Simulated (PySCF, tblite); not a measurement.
# C₃H₉FO₂Si₂: geometry, infrared bands and NMR shifts

Aim: predict the infrared bands and NMR shifts of C₃H₉FO₂Si₂ (`F/C=C\O[SiH2]CO[SiH3]`).

Computed with tblite 0.8.0 and PySCF 2.14.0, with density-fitted response routines of our own, on a single molecule in the gas phase. Atoms are numbered from 0 throughout.

**1. The starting structure**

17 atoms, charge 0, multiplicity 1; geometry from: force field or distance geometry start.

Bonds of the start (Å): F0–C1 1.35, C1–C2 1.34, C2–O3 1.40, O3–Si4 1.76, Si4–C5 1.86, C5–O6 1.40, O6–Si7 1.72, C1–H8 1.09, C2–H9 1.08, Si4–H10 1.46, Si4–H11 1.48, C5–H12 1.11, C5–H13 1.10, Si7–H14 1.49, Si7–H15 1.48, Si7–H16 1.48.

**2. Geometry optimisation with GFN2-xTB**

Job settings and geometry (Å):

```
{"job": {"kind": "relax", "xc": "GFN2-xTB", "basis": "xTB"}, "charge": 0, "multiplicity": 1}
F     -3.117700     1.079700    -1.421100
C     -3.350400     0.039400    -0.588100
C     -2.344900    -0.790300    -0.263600
O     -1.061500    -0.614300    -0.785300
Si    -0.072400     0.521100     0.124800
C      0.931600    -0.516700     1.300400
O      1.960400    -1.086100     0.546600
Si     2.915700     0.166200    -0.138600
H     -4.333500    -0.147200    -0.147100
H     -2.541300    -1.613300     0.403800
H      0.825300     1.194800    -0.808500
H     -0.933400     1.495600     0.830300
H      0.327100    -1.361600     1.697200
H      1.305100     0.151300     2.093400
H      2.753200     0.215700    -1.617700
H      2.425400     1.425500     0.456600
H      4.304400    -0.147900     0.255400
```

On the command line:

```console
> OMP_NUM_THREADS=1 python probes_run.py task.json out
```

One launch serves the whole session: the jobs run in the order shown.

**Question.** This job is followed by: GFN2-xTB harmonic vibrations, gas phase; GIAO PBE0/pcSseg-1 NMR shielding, non-relativistic, gas phase. Predict these results of the whole session: strongest single infrared mode (GFN2-xTB); zero-point energy (GFN2-xTB); 13C shifts against TMS (PBE0/pcSseg-1); 1H shifts against TMS (PBE0/pcSseg-1, means over atoms taken as alike); 19F shifts against CFCl3 (PBE0/pcSseg-1); 17O shifts against H2O (PBE0/pcSseg-1); 29Si shifts against TMS (PBE0/pcSseg-1); surface potential, 1st and 99th percentile.

As calculated:

| quantity | value |
| --- | --- |
| strongest single infrared mode (GFN2-xTB) | 2266 cm⁻¹, 413 km/mol |
| zero-point energy (GFN2-xTB) | 69.2 kcal/mol |
| 13C shifts against TMS (PBE0/pcSseg-1) | 144.4, 134.3, 56.9 ppm |
| 1H shifts against TMS (PBE0/pcSseg-1, means over atoms taken as alike) | 6.63, 5.84, 5.44, 4.88, 4.08 ppm |
| 19F shifts against CFCl3 (PBE0/pcSseg-1) | -188.0 ppm |
| 17O shifts against H2O (PBE0/pcSseg-1) | 74.3, -22.0 ppm |
| 29Si shifts against TMS (PBE0/pcSseg-1) | -18.3, -37.6 ppm |
| surface potential, 1st and 99th percentile | -1.13 V and 1.31 V |

In words: The optimisation took 183 steps and gained 1.673 eV; among the close pairs (by a distance rule), O3–Si4 changed most, from 1.759 to 1.642 Å. All 45 modes are real, so the xTB geometry is a minimum. The strongest single mode, at 2266 cm⁻¹, moves mainly H11. GFN2-xTB is a fitted tight-binding method: band positions and strengths are rough. Its intensities can rank the bands wrongly. H8 (hydrogen on a β carbon of an enol-ether or enamine type C=C) lies farthest downfield among hydrogen, at 6.63 ppm; olefinic region. At PBE0/pcSseg-1: The largest span, 196 ppm, is at O3, where the paramagnetic term is -138 ppm.
